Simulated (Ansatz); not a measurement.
# Alloy of Si and Ge (42 of 64 Si sites exchanged), 64 atoms

How does this alloy cell relax, and what gap do PBEsol, PBE, r²SCAN, HSE06 and HSE06 with spin–orbit coupling give?

Program: Ansatz 0.2.0, PAW, plane waves. These are calculated values, not measurements.

### 1 The starting cell

64 atoms (42 Ge, 22 Si); a = 11.181 Å, b = 11.181 Å, c = 11.181 Å, α = 90.00°, β = 90.00°, γ = 90.00°. All atoms were shaken off their sites by about 0.02 Å along each axis.

The runs, in order: (2) PBEsol cell relaxation at the single k point (¼, ¼, ¼), on 1 × NVIDIA H100 80GB HBM3 with 11 threads of AMD EPYC 7R13; (3) PBE single point at the Γ point alone, on 1 × NVIDIA H100 80GB HBM3 with 11 threads of AMD EPYC 7R13; (4) r²SCAN single point at the Γ point alone, on 1 × NVIDIA H100 80GB HBM3 with 11 threads of AMD EPYC 7R13; (5) HSE06 single point at the Γ point alone, on 1 × NVIDIA H100 80GB HBM3 with 11 threads of AMD EPYC 7R13; (6) HSE06 with spin–orbit coupling single point at the Γ point alone, on 1 × NVIDIA H100 80GB HBM3 with 11 threads of AMD EPYC 7R13.

### 2 PBEsol relaxation of the cell and the positions

The input, in.yaml:

```yaml
crystal:
  lattice:
    - [11.181222, 0.000000, 0.000000]
    - [0.000000, 11.181222, 0.000000]
    - [0.000000, 0.000000, 11.181222]
  atoms:
    - { symbol: Ge, position: [0.999747, 0.998986, 0.000363] }
    - { symbol: Ge, position: [0.999199, 0.998532, 0.501317] }
    - { symbol: Ge, position: [0.000695, 0.502775, 0.001780] }
    - { symbol: Ge, position: [0.002831, 0.499459, 0.500334] }
    - { symbol: Ge, position: [0.498888, 0.999052, 0.997228] }
    - { symbol: Ge, position: [0.498818, 0.502432, 0.001201] }
    - { symbol: Ge, position: [0.497647, 0.497875, 0.500158] }
    - { symbol: Ge, position: [0.122338, 0.126382, 0.625633] }
    - { symbol: Ge, position: [0.124787, 0.623895, 0.626582] }
    - { symbol: Ge, position: [0.624971, 0.122888, 0.622586] }
    - { symbol: Ge, position: [0.624066, 0.622250, 0.125324] }
    - { symbol: Ge, position: [0.623450, 0.629459, 0.624023] }
    - { symbol: Ge, position: [0.248582, 0.250537, 0.001864] }
    - { symbol: Ge, position: [0.251835, 0.249014, 0.502091] }
    - { symbol: Ge, position: [0.749591, 0.245091, 0.002105] }
    - { symbol: Ge, position: [0.752138, 0.250798, 0.502371] }
    - { symbol: Ge, position: [0.751380, 0.747997, 0.000224] }
    - { symbol: Ge, position: [0.372749, 0.375121, 0.124675] }
    - { symbol: Ge, position: [0.373868, 0.375586, 0.624307] }
    - { symbol: Ge, position: [0.373795, 0.872326, 0.123564] }
    - { symbol: Ge, position: [0.379827, 0.873449, 0.625016] }
    - { symbol: Ge, position: [0.873455, 0.370952, 0.121832] }
    - { symbol: Ge, position: [0.874263, 0.872865, 0.122944] }
    - { symbol: Ge, position: [0.872820, 0.873830, 0.620836] }
    - { symbol: Ge, position: [0.247697, 0.001325, 0.250605] }
    - { symbol: Ge, position: [0.248169, 0.501886, 0.248849] }
    - { symbol: Ge, position: [0.249641, 0.498183, 0.750159] }
    - { symbol: Ge, position: [0.749960, 0.000559, 0.251461] }
    - { symbol: Ge, position: [0.751496, 0.999478, 0.751715] }
    - { symbol: Ge, position: [0.750402, 0.500409, 0.251566] }
    - { symbol: Ge, position: [0.749793, 0.498463, 0.749198] }
    - { symbol: Ge, position: [0.375174, 0.625194, 0.874562] }
    - { symbol: Ge, position: [0.873168, 0.125365, 0.375847] }
    - { symbol: Ge, position: [0.873918, 0.126667, 0.875399] }
    - { symbol: Ge, position: [0.875932, 0.625289, 0.876060] }
    - { symbol: Ge, position: [0.999818, 0.248969, 0.251603] }
    - { symbol: Ge, position: [0.995161, 0.748488, 0.248594] }
    - { symbol: Ge, position: [0.500334, 0.252554, 0.250187] }
    - { symbol: Ge, position: [0.127344, 0.374070, 0.378795] }
    - { symbol: Ge, position: [0.124605, 0.375999, 0.871792] }
    - { symbol: Ge, position: [0.120643, 0.875503, 0.378418] }
    - { symbol: Ge, position: [0.625251, 0.376382, 0.875334] }
    - { symbol: Si, position: [0.497907, 0.999721, 0.500269] }
    - { symbol: Si, position: [0.123311, 0.125622, 0.124742] }
    - { symbol: Si, position: [0.124366, 0.625477, 0.128104] }
    - { symbol: Si, position: [0.625815, 0.124829, 0.124316] }
    - { symbol: Si, position: [0.245868, 0.749477, 0.999509] }
    - { symbol: Si, position: [0.246848, 0.746568, 0.498599] }
    - { symbol: Si, position: [0.751137, 0.750946, 0.503170] }
    - { symbol: Si, position: [0.875588, 0.373112, 0.626578] }
    - { symbol: Si, position: [0.250640, 0.000272, 0.747335] }
    - { symbol: Si, position: [0.376810, 0.123468, 0.377113] }
    - { symbol: Si, position: [0.372633, 0.122927, 0.878160] }
    - { symbol: Si, position: [0.372404, 0.622438, 0.373560] }
    - { symbol: Si, position: [0.874371, 0.621283, 0.375556] }
    - { symbol: Si, position: [0.000266, 0.250331, 0.750306] }
    - { symbol: Si, position: [0.001218, 0.748872, 0.748928] }
    - { symbol: Si, position: [0.498801, 0.249893, 0.753280] }
    - { symbol: Si, position: [0.500055, 0.747480, 0.251604] }
    - { symbol: Si, position: [0.499453, 0.750211, 0.749552] }
    - { symbol: Si, position: [0.122336, 0.874591, 0.874567] }
    - { symbol: Si, position: [0.624467, 0.373431, 0.378227] }
    - { symbol: Si, position: [0.622541, 0.876170, 0.374781] }
    - { symbol: Si, position: [0.626378, 0.874183, 0.874078] }
  symmetry: { detect: false }
kpoints:
  mp_grid: { grid: [1, 1, 1], shift: [0.25, 0.25, 0.25] }
hamiltonian:
  xc: pbesol
scf:
  occupations: { method: fermi_dirac, width: 0.01 }
relax:
  f_tol: 0.03
  max_steps: 80
  escape_saddle: false
  adjacent_minimum: "off"
  cell: { fix: [shape] }
output:
  forces: true
  eigenvalues: true
  populations: true
  write_density: true
  write_potential: true
  elf: true
  volumetric_format: npy
```

On the command line:

```bash
> ansatz run in.yaml --threads 11 --pin off --max-ram 154850MiB --runs-dir r --events-out ev --progress --plain --backend cuda --devices 0, --max-vram 75GiB
```

After this run come: PBE on the final geometry; Single point with r²SCAN; Single point with HSE06; HSE06 with spin–orbit coupling on the same atoms.

Before running it: what results should come out? Wanted: for each run, top filled to lowest empty.

As calculated:

```
                         level         time   k points  top filled to lowest empty (eV)
            PBEsol, relaxation  5.2 s (GPU)  (¼, ¼, ¼)                             0.97
                           PBE  2.6 s (GPU)          Γ                             0.42
                        r²SCAN  4.4 s (GPU)          Γ                             0.69
                         HSE06   22 s (GPU)          Γ                             1.11
HSE06 with spin–orbit coupling  4 min (GPU)          Γ                             1.04
```

```
     quantity                                                                         value
   relaxation                                              4 recorded steps, 0.84 eV gained
largest shift                                                0.09 Å (Si49 and others alike)
 relaxed cell  a = 11.163 Å, b = 11.163 Å, c = 11.163 Å, α = 90.00°, β = 90.00°, γ = 90.00°
   mean bonds                                       Ge–Ge 2.446, Ge–Si 2.403, Si–Si 2.367 Å
```

**What this shows.** Relaxation gains 0.84 eV, with shifts up to 0.09 Å (Si49 and others alike), while the volume changes by -0.5 %. The mean lengths of the listed bonds run from Si–Si 2.37 Å to Ge–Ge 2.45 Å. At the same k points, PBE gives a spacing 0.69 eV smaller and r²SCAN gives a spacing 0.42 eV smaller than the 1.11 eV of HSE06. Rows on different k points differ by sampling as well as by level. Spin–orbit coupling changes the HSE06 spacing by -0.07 eV. The HSE06 single point took about 8.7 times as long as the PBE one on the same kind of device. With one k point the spacing samples only the states that fold onto it, so it can exceed the gap over the zone.
